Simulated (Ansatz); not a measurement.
# C7H18AgOP: one species, many methods

The task here is to estimate one member of a computed series from the others.

The runs use Ansatz 0.2.0, Gaussian basis; functionals in def2-TZVPP, the program's frozen cores in correlated methods.

Levels to be run: LDA (SPW92), PBE-D4, revPBE-D4, BLYP-D4, r2SCAN-D4, B97M-V, PBE0-D4, B3LYP-D4, r2SCANh-D4, r2SCAN0-D4, HSE06-D4, BHLYP-D4, CAM-B3LYP-D4, LC-ωPBE, ωB97X-V, ωB97M-V, B2PLYP, PBE-QIDH; CCSD(T)/def2-SVP; CCSD(T)/def2-TZVPP; MP2/def2-QZVPP; extrapolation to the limit; RPA on PBE.

**The geometry**

The geometry comes from an earlier relaxation with PBE0-D4 in a triple-zeta def2 set; it is a stationary point, not always the lowest conformer. Ag takes the def2 core potential; no spin-orbit term is included.

28 atoms, charge 0, spin multiplicity 1.

Atoms are counted from 1 here; the program's logs count them from 0.

Bond lengths: C1–C2 1.521 Å, C1–H11 1.092 Å, C1–H12 1.092 Å, C1–H13 1.092 Å, C2–P3 1.830 Å, C2–H14 1.094 Å, C2–H15 1.094 Å, P3–C4 1.830 Å, P3–C6 1.832 Å, P3–Ag8 2.297 Å, C4–C5 1.521 Å, C4–H16 1.093 Å, C4–H17 1.095 Å, C5–H18 1.093 Å, C5–H19 1.092 Å, C5–H20 1.092 Å, C6–C7 1.520 Å, C6–H21 1.094 Å and more. Angles: C2–C1–H11 110.6°, C2–C1–H12 111.7°, C2–C1–H13 111.1°, H11–C1–H12 107.5°, H11–C1–H13 108.1°, H12–C1–H13 107.8°, C1–C2–P3 112.8°, C1–C2–H14 110.2°, C1–C2–H15 110.9°, P3–C2–H14 106.2°, P3–C2–H15 109.3°, H14–C2–H15 107.2°, C2–P3–C4 103.6°, C2–P3–C6 104.3°, C2–P3–Ag8 115.0°, C4–P3–C6 104.9°, C4–P3–Ag8 114.4°, C6–P3–Ag8 113.4° and more.

The first run:

Contents of in.yaml:

```yaml
crystal:
  periodic: [false, false, false]
  atoms:
    - {symbol: C, position_ang: [-1.312510, -1.809451, -1.999277]}
    - {symbol: C, position_ang: [-0.893562, -0.349607, -1.910563]}
    - {symbol: P, position_ang: [-0.222796, 0.095929, -0.267499]}
    - {symbol: C, position_ang: [-1.706108, 0.155448, 0.802289]}
    - {symbol: C, position_ang: [-1.396975, 0.636999, 2.211063]}
    - {symbol: C, position_ang: [0.297412, 1.843222, -0.448356]}
    - {symbol: C, position_ang: [-0.768278, 2.837198, -0.879858]}
    - {symbol: Ag, position_ang: [1.447743, -1.279405, 0.502858]}
    - {symbol: O, position_ang: [2.814447, -2.570883, 1.166183]}
    - {symbol: C, position_ang: [4.105734, -2.226307, 1.519715]}
    - {symbol: H, position_ang: [-1.658380, -2.049231, -3.006720]}
    - {symbol: H, position_ang: [-2.127695, -2.038933, -1.309730]}
    - {symbol: H, position_ang: [-0.477782, -2.472427, -1.760821]}
    - {symbol: H, position_ang: [-0.098537, -0.139804, -2.632850]}
    - {symbol: H, position_ang: [-1.731548, 0.311963, -2.150190]}
    - {symbol: H, position_ang: [-2.102419, -0.863226, 0.831413]}
    - {symbol: H, position_ang: [-2.468049, 0.780550, 0.326053]}
    - {symbol: H, position_ang: [-0.623963, 0.020077, 2.675255]}
    - {symbol: H, position_ang: [-1.045310, 1.671226, 2.216412]}
    - {symbol: H, position_ang: [-2.288629, 0.589672, 2.839183]}
    - {symbol: H, position_ang: [0.735235, 2.131383, 0.511487]}
    - {symbol: H, position_ang: [1.131131, 1.828126, -1.157135]}
    - {symbol: H, position_ang: [-1.587433, 2.891731, -0.159926]}
    - {symbol: H, position_ang: [-1.193026, 2.582915, -1.852796]}
    - {symbol: H, position_ang: [-0.340909, 3.838934, -0.962324]}
    - {symbol: H, position_ang: [4.656035, -3.121395, 1.854717]}
    - {symbol: H, position_ang: [4.694649, -1.794336, 0.690009]}
    - {symbol: H, position_ang: [4.161505, -1.500358, 2.351426]}
basis:
  gaussian: {orbitals: def2-TZVPP}
hamiltonian: {xc: lda}
output: {orbitals: {seedname: orbitals}}
```

Run with:

```console
> ansatz run in.yaml --threads 11 --pin off --events-out ev --progress --plain --max-ram 110592MiB --backend cuda --devices 0, --max-vram 75GiB
```

Steps of the session up to this table: LDA; PBE-D4 (GGA); revPBE-D4 (GGA); BLYP-D4 (GGA); r2SCAN-D4 (meta-GGA); B97M-V (meta-GGA); B3LYP-D4 (hybrid); r2SCANh-D4 (hybrid); r2SCAN0-D4 (hybrid); HSE06-D4 (hybrid); BHLYP-D4 (hybrid); CAM-B3LYP-D4 (range-separated); LC-ωPBE (range-separated); ωB97X-V (range-separated); ωB97M-V (range-separated); B2PLYP (double hybrid); PBE-QIDH (double hybrid).

One of the session's tables, all rows but one given; the rest of the session is left out.

It belongs to the step «Frontier levels by functional». 

| functional | HOMO (eV) | gap (eV) |
| --- | --- | --- |
| LDA (SPW92) | -4.17 | 3.06 |
| PBE-D4 | -3.96 | 3.10 |
| revPBE-D4 | -3.88 | 3.14 |
| BLYP-D4 | -3.87 | 3.11 |
| r2SCAN-D4 | -4.15 | 3.56 |
| B97M-V | -4.25 | 3.40 |
| PBE0-D4 | ? | ? |
| B3LYP-D4 | -5.06 | 4.71 |
| r2SCANh-D4 | -4.65 | 4.31 |
| r2SCAN0-D4 | -5.42 | 5.45 |
| HSE06-D4 | -4.85 | 4.36 |
| BHLYP-D4 | -6.58 | 7.12 |
| CAM-B3LYP-D4 | -6.66 | 7.33 |
| LC-ωPBE | -7.91 | 9.68 |
| ωB97X-V | -7.63 | 9.20 |
| ωB97M-V | -7.61 | 8.82 |

Q: Estimate the row for PBE0-D4 from the others.

The run gave: HOMO (eV): -5.25; gap (eV): 5.12. In the column «HOMO (eV)» it lies between r2SCAN0-D4 (-5.42) and B3LYP-D4 (-5.06).
